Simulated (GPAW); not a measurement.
The system is MgI2.

```
I Mg
1.0
     4.14000    0.00000    0.00000
    -2.07000    3.58535    0.00000
     0.00000    0.00000    6.88000
I Mg
2 1
Direct
  0.66667 0.33333 0.75000
  0.33333 0.66667 0.25000
  0.00000 0.00000 0.00000
```

| Property | Result |
| --- | --- |
| Program | GPAW 26.7.0 |
| Task | single point |
| Functional | PBE |
| Potentials or basis | GPAW PAW data sets (gpaw-data 1.2.1) |
| Cutoff | 800 eV |
| Basis | pw |
| k mesh | 8 × 8 × 4 |
| Occupations | fermi-dirac, width 0.05 eV |
| Spin | no spin polarisation |

On this cell: pressure 0.7 GPa; largest force 0.247 eV/Å; band gap on the k mesh 3.51 eV, indirect (least direct gap 3.66 eV).

The same run follows on a disturbed copy (atoms moved at random, drawn with an rms of 0.05 Å):

```
I Mg
1.0
     4.14000    0.00000    0.00000
    -2.07000    3.58535    0.00000
     0.00000    0.00000    6.88000
I Mg
2 1
Direct
  0.67456 0.33874 0.75551
  0.32841 0.65899 0.24284
  0.00027 0.99399 0.99518
```

Problem. What does the disturbed cell give?

Solution. The energy moves by -2.4 meV/atom; pressure 1.3 GPa; largest force 0.169 eV/Å; band gap on the k mesh 3.54 eV, indirect (least direct gap 3.74 eV).

Forces on the atoms (eV/Å):
```
I   -0.020 -0.077 -0.077
I    0.030  0.023 -0.083
Mg  -0.010  0.054  0.160
```

Stress tensor (GPa, compression positive):
```
 1.27 -0.01  0.11
-0.01  1.34  0.22
 0.11  0.22  1.27
```

Caveats: spin-orbit coupling is left out, which moves the levels of the heavy elements; the cell's inner coordinates are idealised or old, which leaves forces on the atoms; this functional lacks dispersion, which binds the layers, so the pressure and a relaxed spacing across them are unreliable (some runs).

A k mesh can miss the band edges.
